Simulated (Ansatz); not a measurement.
# ZnBH2 radical (SMILES [BH][ZnH]): functionals against CCSD(T) at one geometry

How do the functionals fare away from a minimum? The structure is a structure displaced at random from a GFN2-xTB minimum.

Method: single points in def2-TZVPP; program: Ansatz 0.2.0, Gaussian basis.

Cores are frozen in the correlated methods. The 3s and 3p shells of Cu and Zn are frozen; filled d shells are correlated. Orbitals are unrestricted.

### Step 1. The starting structure

SMILES `[BH][ZnH]`, 4 atoms, charge 0, spin multiplicity 2.

Atoms are counted from 1 here; the program's logs count them from 0.

Bond lengths: B1–Zn2 1.936 Å, B1–H3 1.133 Å, Zn2–H4 1.766 Å. Angles: Zn2–B1–H3 153.3°, B1–Zn2–H4 167.7°.

As a file:

```
B     0.2038   -0.8063    0.8416
Zn   -0.1802    0.6664   -0.3557
H     0.8331   -1.6732    1.2098
H    -0.8708    1.8459   -1.4742
```

### Step 2. CCSD(T)/def2-TZVPP

run/in.yaml

```yaml
crystal:
  periodic: [false, false, false]
  atoms:
    - {symbol: B, position_ang: [0.203800, -0.806300, 0.841600]}
    - {symbol: Zn, position_ang: [-0.180200, 0.666400, -0.355700]}
    - {symbol: H, position_ang: [0.833100, -1.673200, 1.209800]}
    - {symbol: H, position_ang: [-0.870800, 1.845900, -1.474200]}
basis:
  gaussian: {orbitals: def2-TZVPP}
magnetization: {spin_polarized: true, initial_magnetization: 1}
correlation: {method: ccsd_t, frozen_orbitals: {B: 1, H: 0, Zn: 9}}
scf: {omitted_lower_state_checks: [cluster_reference]}
output: {forces: true}
```

Launch:

```sh
> ansatz run in.yaml --threads 4 --pin off --events-out ev --progress --plain --max-ram 5222MiB
```

### Step 3. PBE0-D4/def2-TZVPP

run/in.yaml: that of step 2 with these lines changed.

```diff
@@ -10,4 +10,3 @@
 magnetization: {spin_polarized: true, initial_magnetization: 1}
-correlation: {method: ccsd_t, frozen_orbitals: {B: 1, H: 0, Zn: 9}}
-scf: {omitted_lower_state_checks: [cluster_reference]}
-output: {forces: true}
+hamiltonian: {xc: pbe0, dispersion: d4}
+output: {forces: true, orbitals: {seedname: orbitals}}
```

### Step 4. wB97M-V/def2-TZVPP

run/in.yaml: that of step 3 with these lines changed.

```diff
@@ -10,3 +10,3 @@
 magnetization: {spin_polarized: true, initial_magnetization: 1}
-hamiltonian: {xc: pbe0, dispersion: d4}
-output: {forces: true, orbitals: {seedname: orbitals}}
+hamiltonian: {xc: {name: wB97M-V}}
+output: {forces: true}
```

### Step 5. r2SCAN-D4/def2-TZVPP

run/in.yaml: that of step 4 with these lines changed.

```diff
@@ -10,3 +10,3 @@
 magnetization: {spin_polarized: true, initial_magnetization: 1}
-hamiltonian: {xc: {name: wB97M-V}}
+hamiltonian: {xc: r2scan, dispersion: d4}
 output: {forces: true}
```

### Step 6. PBE-D4/def2-TZVPP

run/in.yaml: that of step 5 with these lines changed.

```diff
@@ -10,3 +10,3 @@
 magnetization: {spin_polarized: true, initial_magnetization: 1}
-hamiltonian: {xc: r2scan, dispersion: d4}
+hamiltonian: {xc: pbe, dispersion: d4}
 output: {forces: true}
```

### Step 7. HSE06-D4/def2-TZVPP

run/in.yaml: that of step 6 with these lines changed.

```diff
@@ -10,3 +10,3 @@
 magnetization: {spin_polarized: true, initial_magnetization: 1}
-hamiltonian: {xc: pbe, dispersion: d4}
+hamiltonian: {xc: hse06, dispersion: d4}
 output: {forces: true}
```

### Step 8. revPBE-D4/def2-TZVPP

run/in.yaml: that of step 7 with these lines changed.

```diff
@@ -10,3 +10,3 @@
 magnetization: {spin_polarized: true, initial_magnetization: 1}
-hamiltonian: {xc: hse06, dispersion: d4}
+hamiltonian: {xc: {name: revPBE}, dispersion: d4}
 output: {forces: true}
```

(Steps that only read results are left out.)

**Question.** What will these runs give? Wanted: energy less free atoms, CCSD(T)/def2-TZVPP; RMS force component; RMS force error; HOMO and LUMO, PBE0-D4; T1 diagnostic.

**Answer**, as computed:

```
                                  quantity                                                                                              value
energy less free atoms, CCSD(T)/def2-TZVPP                                                                                      -643.9 kJ/mol
                       RMS force component                                                               1.109 to 1.147 eV/Å over the methods
                           RMS force error  PBE0-D4 0.045, wB97M-V 0.066, r2SCAN-D4 0.121, PBE-D4 0.152, HSE06-D4 0.044, revPBE-D4 0.137 eV/Å
                    HOMO and LUMO, PBE0-D4                                                                                 -5.70 and -3.05 eV
                             T1 diagnostic                                                                                              0.017
```

**Reading.** Against CCSD(T) the functionals' energies less atoms differ by -62.3 to -19.3 kJ/mol, PBE-D4 by -35.1 kJ/mol. CCSD(T) in triple zeta still lacks some correlation energy of the bonds, so part of these gaps is its own basis error and they don't rank the functionals. The forces of HSE06-D4 come nearest to CCSD(T), those of PBE-D4 are farthest. Frozen-core CCSD(T) forces in triple zeta carry basis errors of their own, and this is one geometry, so small gaps rank nothing.
